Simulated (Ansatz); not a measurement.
**C3H4Si: ionisation energy by level of theory**

The task here is to estimate one member of a computed series from the others.

Method: unrestricted cation, the program's frozen cores in correlated methods; program: Ansatz 0.2.0, Gaussian basis.

The runs, in order: UKS PBE-D4/def2-TZVPP; UKS r2SCAN-D4/def2-TZVPP; UKS PBE0-D4/def2-TZVPP; UKS B3LYP-D4/def2-TZVPP; UKS wB97X-V/def2-TZVPP; UKS wB97M-V/def2-TZVPP; UKS B2PLYP/def2-TZVPP; UHF-CCSD(T)/def2-TZVPP; UHF-MP2/def2-QZVPP; extrapolation to the limit; then −ε(HOMO) from the neutral's earlier runs with LDA (SPW92), PBE-D4, revPBE-D4, BLYP-D4, r2SCAN-D4, B97M-V, PBE0-D4, B3LYP-D4, r2SCANh-D4, r2SCAN0-D4, HSE06-D4, BHLYP-D4, CAM-B3LYP-D4, LC-ωPBE, ωB97X-V, ωB97M-V.

## The relaxed structure

An earlier PBE0-D4 in a triple-zeta def2 set relaxation fixed the geometry.

8 atoms, charge 0, spin multiplicity 1.

Atoms are counted from 1 here; the program's logs count them from 0.

Bond lengths: C1–C2 1.324 Å, C1–Si3 1.898 Å, C1–C4 1.324 Å, C2–Si3 1.911 Å, C2–H5 1.081 Å, Si3–C4 1.911 Å, Si3–H6 1.476 Å, Si3–H7 1.476 Å, C4–H8 1.081 Å. Angles: C2–C1–Si3 70.2°, C2–C1–C4 140.4°, Si3–C1–C4 70.2°, C1–C2–Si3 69.1°, C1–C2–H5 128.0°, Si3–C2–H5 131.7°, C1–Si3–C2 40.7°, C1–Si3–C4 40.7°, C1–Si3–H6 121.7°, C1–Si3–H7 121.7°, C2–Si3–C4 81.4°, C2–Si3–H6 115.3°, C2–Si3–H7 111.7°, C4–Si3–H6 111.7°, C4–Si3–H7 115.3°, H6–Si3–H7 116.6°, C1–C4–Si3 69.1°, C1–C4–H8 128.0° and more.

Set-up of the first run:

Contents of in.yaml:

```yaml
crystal:
  periodic: [false, false, false]
  atoms:
    - {symbol: C, position_ang: [-0.412635, 0.482079, 0.838278]}
    - {symbol: C, position_ang: [-0.383791, 1.312167, -0.192730]}
    - {symbol: Si, position_ang: [0.343222, -0.389977, -0.668453]}
    - {symbol: C, position_ang: [-0.084115, -0.760250, 1.156839]}
    - {symbol: H, position_ang: [0.032698, 2.308682, -0.232825]}
    - {symbol: H, position_ang: [-0.480303, -1.191066, -1.594362]}
    - {symbol: H, position_ang: [1.784139, -0.300813, -0.973502]}
    - {symbol: H, position_ang: [-0.707017, -1.517821, 1.610855]}
basis:
  gaussian: {orbitals: def2-TZVPP}
total_charge: 1
magnetization: {spin_polarized: true, initial_magnetization: 1}
hamiltonian: {xc: pbe, dispersion: d4}
```

Run with:

```
$ ansatz run in.yaml --threads 2 --pin off --events-out ev --progress --plain --max-ram 4352MiB
```

Steps of the session up to this table: Cation, UKS PBE-D4/def2-TZVPP; Cation, UKS r2SCAN-D4/def2-TZVPP; Cation, UKS PBE0-D4/def2-TZVPP; Cation, UKS B3LYP-D4/def2-TZVPP; Cation, UKS wB97X-V/def2-TZVPP; Cation, UKS wB97M-V/def2-TZVPP; Cation, UKS B2PLYP (frozen core)/def2-TZVPP; Cation, UHF-CCSD(T)/def2-TZVPP; Cation, UHF-MP2/def2-QZVPP.

One table of the session follows, with a row left open; its other results are not shown here.

For comparison, −ε(HOMO) of the neutral from earlier runs:

| functional | −ε(HOMO) (eV) |
| --- | --- |
| LDA (SPW92) | 5.25 |
| PBE-D4 | 5.12 |
| revPBE-D4 | 5.07 |
| BLYP-D4 | 4.96 |
| r2SCAN-D4 | 5.31 |
| B97M-V | 5.39 |
| PBE0-D4 | 6.17 |
| B3LYP-D4 | 5.96 |
| r2SCANh-D4 | 5.71 |
| r2SCAN0-D4 | 6.31 |
| HSE06-D4 | 5.78 |
| BHLYP-D4 | 7.09 |
| CAM-B3LYP-D4 | 7.40 |
| LC-ωPBE | 8.69 |
| ωB97X-V | 8.36 |
| ωB97M-V | ? |

**Question.** Estimate the row for ωB97M-V.

**Answer.** −ε(HOMO) (eV): 8.26. In the column «−ε(HOMO) (eV)» it lies between CAM-B3LYP-D4 (7.40) and ωB97X-V (8.36).
